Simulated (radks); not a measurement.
# Co²⁺ in [Ne] 3s2 3p5 3d8: an all-electron calculation

The task here is to estimate one member of a computed series from the others.

The numbers are computed with radks (a radial shooting solver on a logarithmic mesh, Libxc functionals) version 1 (Dirac Kohn-Sham, BP86, spin-unpolarised, spherical densities, finite nucleus; open shells fill j = l - 1/2 first), except any that are marked as measured or tabulated.

### The system

| Property | Result |
| --- | --- |
| element | cobalt (Z = 27) |
| charge | +2 |
| electrons | 25 |
| configuration | [Ne] 3s2 3p5 3d8 |
| nuclear rms radius | 3.7875 fm |

Set-up of the first run:

Input:

```text
Z 27
configuration [Ne] 3s2 3p5 3d8
relativity Dirac
functional b88,p86
spin unpolarised
j_filling energy
nucleus finite rms 3.7875 fm
c 137.035999084
```

One table of the session follows, with a row left open; its other results are not shown here.

It belongs to the step «Radial structure». Radial moments (bohr):

```
level      <r>  outermost maximum (interpolated)  90 % within  nodes
1s1/2  0.05617                            0.0368        0.100      0
2s1/2        ?                                 ?            ?      ?
2p1/2   0.2226                             0.170        0.365      0
2p3/2   0.2257                             0.173        0.369      0
3s1/2   0.7730                             0.668         1.16      2
3p1/2   0.8079                             0.673         1.25      1
3p3/2   0.8175                             0.680         1.26      1
3d3/2    1.004                             0.664         1.73      0
3d5/2    1.009                             0.667         1.74      0
```

**Question.** Estimate the row for 2s1/2.

The run gave: <r>: 0.2551; outermost maximum (interpolated): 0.213; 90 % within: 0.396; nodes: 1. In the column «<r>» it lies between 2p3/2 (0.2257) and 3s1/2 (0.7730).
